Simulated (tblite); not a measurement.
# C5H13B3OS: the cost of one run

Programs: tblite 0.8.0 and PySCF 2.14.0, with density-fitted response routines of our own. Each step states its level of theory. These are calculated values for one molecule in the gas phase, unless marked as measured. Atoms count from 0, in the outputs and in this text.

## Step 1: The starting structure

23 atoms, charge 0, multiplicity 1; geometry from: force field or distance geometry start.

Bonds of the start (Å): C0–B1 1.61, B1–B2 1.66, B2–S3 1.91, S3–B4 1.91, B4–O5 1.47, O5–C6 1.37, C6–C7 1.52, C6–C8 1.53, B4–C9 1.62, C9–B1 1.60, C0–H10 1.11, C0–H11 1.10, C0–H12 1.13, B2–H13 1.18, C6–H14 1.11, C7–H15 1.10, C7–H16 1.10, C7–H17 1.12, C8–H18 1.09, C8–H19 1.11, C8–H20 1.13, C9–H21 1.10, C9–H22 1.08.

## Step 2: Geometry optimisation with GFN2-xTB

Job settings and geometry (Å):

```
{"job": {"kind": "relax", "xc": "GFN2-xTB", "basis": "xTB"}, "charge": 0, "multiplicity": 1}
C     -3.088000    -0.989100     0.638300
B     -2.251600     0.144000    -0.139100
B     -2.403500     1.775000     0.106900
S     -0.850000     2.471500    -0.762300
B     -0.056000     0.747100    -1.000800
O      0.695400     0.157400     0.119800
C      2.052200     0.105200    -0.086800
C      2.731200     0.862200     1.039200
C      2.423800    -1.378100    -0.084700
C     -1.360800    -0.099800    -1.443000
H     -2.639100    -1.209300     1.632800
H     -3.116500    -1.940300     0.078800
H     -4.129200    -0.631600     0.873400
H     -3.377100     2.350300     0.435000
H      2.355600     0.521400    -1.070000
H      3.666500     0.385100     1.379800
H      2.879600     1.898200     0.689300
H      1.976000     0.899600     1.870200
H      2.610200    -1.789100     0.910400
H      3.245400    -1.580000    -0.805200
H      1.522500    -1.917200    -0.500900
H     -1.078100    -1.152000    -1.576300
H     -1.813300     0.396400    -2.294700
```

Command:

```bash
OMP_NUM_THREADS=1 python probes_run.py task.json out
```

One launch serves the whole session: the jobs run in the order shown.

**Question.** How long does this first job take on 1 thread of Arm Neoverse N1, shared host, and how much memory does it need?

About 4.6 s, with a peak of 0.18 GiB.
